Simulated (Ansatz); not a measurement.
# RuH (sextet): from Hartree-Fock to the top rungs, def2-QZVPP

An exercise on one series of results from a longer session: the logs are not shown, and one member is left open.

Computed with Ansatz 0.2.0, Gaussian basis. Level: def2-QZVPP, core rule «outside noble gas», up to 4 orbitals frozen.

Plan: UHF; ROHF; CCSD(T) on UHF.

## The geometry

The geometry is a PBE0/def2-TZVP stationary point (not a proven minimum). No spin-orbit coupling is included. Elements past krypton take def2 core potentials.

2 atoms, charge 0, spin multiplicity 6.

Atoms are counted from 1 here; the program's logs count them from 0.

Bond lengths: Ru1–H2 1.753 Å.

Coordinates:

```xyz
2

Ru    0.0000    0.0000    0.0000
H     0.0000    0.0000    1.7532
```

Set-up of the first run:

Input file in.yaml:

```yaml
crystal:
  periodic: [false, false, false]
  atoms:
    - {symbol: Ru, position_ang: [0.000000, 0.000000, 0.000000]}
    - {symbol: H, position_ang: [0.000000, 0.000000, 1.753200]}
basis:
  gaussian: {orbitals: "def2-QZVPP.json"}
magnetization: {spin_polarized: true, initial_magnetization: 5}
hamiltonian: {xc: hf}
output: {orbitals: {seedname: orbitals}}
```

Launch:

```sh
$ ansatz run in.yaml --threads 1 --pin off --events-out ev --progress --plain --max-ram 2560MiB --backend cpu
```

Steps of the session up to this table: UHF; ROHF; CCSD(T) on UHF.

One table of the session follows, with a row left open; its other results are not shown here.

```
  method  from UCCSD(T) (kJ/mol)
    ROHF                       ?
     UHF                  +555.2
    UMP2                   +53.3
   UCCSD                   +19.8
UCCSD(T)                       0
```

Estimate the missing values for ROHF.

As computed: from UCCSD(T) (kJ/mol): +570.9. In the column «from UCCSD(T) (kJ/mol)» it is the highest.
